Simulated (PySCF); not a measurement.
**C2H7In (InMe2H) at 3 levels**

Aim: a comparison of 3 runs (BLYP/ANO-RCC-MB, BLYP/ANO-RCC-VDZ, BLYP/ANO-RCC-VDZP) of C2H7In (InMe2H). Input form: a Python script.

The results are computed with PySCF 2.14.0.

## Step 1: The system as given

C2H7In has 10 atoms, charge 0, and is taken as a singlet. As SMILES, `[H][In]([CH3])[CH3]`. The shape comes from GFN2-xTB, which is rough for such elements, and wasn't checked as a minimum.

Bond lengths: In1–C2 2.231 Å, In1–C6 2.229 Å, C2–H3 1.090 Å, C2–H4 1.090 Å, C2–H5 1.089 Å, C6–H7 1.090 Å, C6–H8 1.090 Å, C6–H9 1.089 Å, In1–H10 1.759 Å. Some angles: C2–In1–C6 122.8°, In1–C2–H3 108.9°, In1–C2–H4 108.8°, In1–C2–H5 112.3°, C2–In1–H10 118.5°, C6–In1–H10 118.8°, In1–C6–H7 109.1°, In1–C6–H8 108.7°, In1–C6–H9 112.1°, H3–C2–H4 108.3°.

## Step 2: A single-point energy at BLYP/ANO-RCC-MB (sfX2C) (run 1)

File input.py:

```python
from pyscf import gto, dft

system = gto.M(
    atom='''
In  -0.402190  -0.685650  -0.001670
C    1.827360  -0.751870  -0.001130
H    2.194600  -0.286400   0.913930
H    2.196810  -0.176180  -0.850200
H    2.211200  -1.768700  -0.063090
C   -1.552800   1.223260   0.002850
H   -1.351290   1.762880  -0.922330
H   -1.212620   1.834390   0.839180
H   -2.624680   1.055030   0.093490
H   -1.286390  -2.206770  -0.011030
''',
    max_memory=1860,
    basis='ano-rcc-mb',
    verbose=3,
    spin=0,
)

ks = dft.RKS(system, xc='blyp')
ks = ks.x2c()
ks.conv_tol = 1e-10
ks.grids.level = 4
ks.kernel()
if not ks.converged:
    ks = ks.newton().run(ks.mo_coeff, ks.mo_occ)

energy = ks.e_tot
print('E = %.10f Eh' % energy)
```

On the command line:

```sh
$ OMP_NUM_THREADS=1 python input.py
```

The log of the run:

```text
converged SCF energy = -5961.3719571618
E = -5961.3719571618 Eh
```

Run time: 18 s. Hardware: 1 thread of Arm Neoverse V1, shared host; peak memory 0.31 GiB.

## Step 3: A single-point energy at BLYP/ANO-RCC-VDZ (sfX2C) (run 2)

File job.py:

```python
from pyscf import gto, dft

mol = gto.Mole()
mol.atom = '''
In    -0.760029    -1.295691    -0.003156
C      3.453210    -1.420828    -0.002135
H      4.147193    -0.541218     1.727077
H      4.151369    -0.332932    -1.606645
H      4.178562    -3.342359    -0.119223
C     -2.934367     2.311626     0.005386
H     -2.553568     3.331360    -1.742951
H     -2.291520     3.466495     1.585820
H     -4.959926     1.993718     0.176670
H     -2.430925    -4.170191    -0.020844
'''
mol.unit = 'bohr'
mol.max_memory = 1860
mol.spin = 0
mol.verbose = 4
mol.basis = 'ano-rcc-vdz'
mol.build()

mf = dft.RKS(mol, xc='blyp')
mf = mf.sfx2c1e()
mf.grids.level = 4
mf.conv_tol = 1e-10
mf.kernel()
if not mf.converged:
    mf = mf.newton().run(mf.mo_coeff, mf.mo_occ)

e_final = mf.e_tot
print(f'total energy: {e_final:.8f} hartree')
```

On the command line:

```sh
$ OMP_NUM_THREADS=1 python job.py
```

The log of the run:

```text
PySCF version 2.14.0

[... 84 lines left out ...]
converged SCF energy = -5961.4636980699
total energy: -5961.46369807 hartree
```

Wall time 22 s (1 thread of Arm Neoverse V1, shared host); peak memory 0.36 GiB.

## Step 4: The energy at BLYP/ANO-RCC-VDZP (sfX2C) (run 3)

File input.xyz:

```xyz
10

In    -0.402190    -0.685650    -0.001670
C      1.827360    -0.751870    -0.001130
H      2.194600    -0.286400     0.913930
H      2.196810    -0.176180    -0.850200
H      2.211200    -1.768700    -0.063090
C     -1.552800     1.223260     0.002850
H     -1.351290     1.762880    -0.922330
H     -1.212620     1.834390     0.839180
H     -2.624680     1.055030     0.093490
H     -1.286390    -2.206770    -0.011030
```

File job.py:

```python
from pyscf import gto, dft

molecule = gto.M(
    atom='input.xyz',
    verbose=4,
    basis='ano-rcc-vdzp',
    charge=0,
    max_memory=1860,
)

mf = dft.RKS(molecule, xc='blyp')
mf = mf.sfx2c1e()
mf.conv_tol = 1e-10
mf.grids.level = 4
mf.kernel()
if not mf.converged:
    mf = mf.newton().run(mf.mo_coeff, mf.mo_occ)

etot = mf.e_tot
print(f'total energy: {etot:.8f} hartree')
```

On the command line:

```sh
$ OMP_NUM_THREADS=1 python job.py
```

The log of the run:

```text
PySCF version 2.14.0

[... 86 lines left out ...]
converged SCF energy = -5961.50081787619
total energy: -5961.50081788 hartree
```

Wall time 63 s (1 thread of Arm Neoverse V1, shared host); peak memory 0.58 GiB.

## Step 5: Overview of the runs

| run | level | energy (Eh) | dipole moment (D) | HOMO energy (eV) | LUMO energy (eV) | wall time |
| --- | --- | --- | --- | --- | --- | --- |
| 1 | BLYP/ANO-RCC-MB (sfX2C) | -5961.371957 | 0.70 | -6.74 | -2.55 | 18 s |
| 2 | BLYP/ANO-RCC-VDZ (sfX2C) | -5961.463698 | 0.92 | -5.84 | -1.94 | 22 s |
| 3 | BLYP/ANO-RCC-VDZP (sfX2C) | -5961.500818 | 0.82 | -5.85 | -1.97 | 63 s |

## Step 6: Summary of results

| quantity | value |
| --- | --- |
| run 3: total energy | -5961.50082 Eh |
| run 3: dipole moment | 0.82 D |
| run 3: HOMO energy | -5.85 eV |
| run 3: LUMO energy | -1.97 eV |
| run 3: HOMO–LUMO gap | 3.88 eV |

The dipole moment (its size) runs from 0.70 D (BLYP/ANO-RCC-MB) to 0.92 D (BLYP/ANO-RCC-VDZ). The HOMO–LUMO gap runs from 3.88 eV (BLYP/ANO-RCC-VDZP) to 4.18 eV (BLYP/ANO-RCC-MB). In run 1 the basis is minimal, so the values are rough. All runs together took 1.7 min, the longest 63 s.
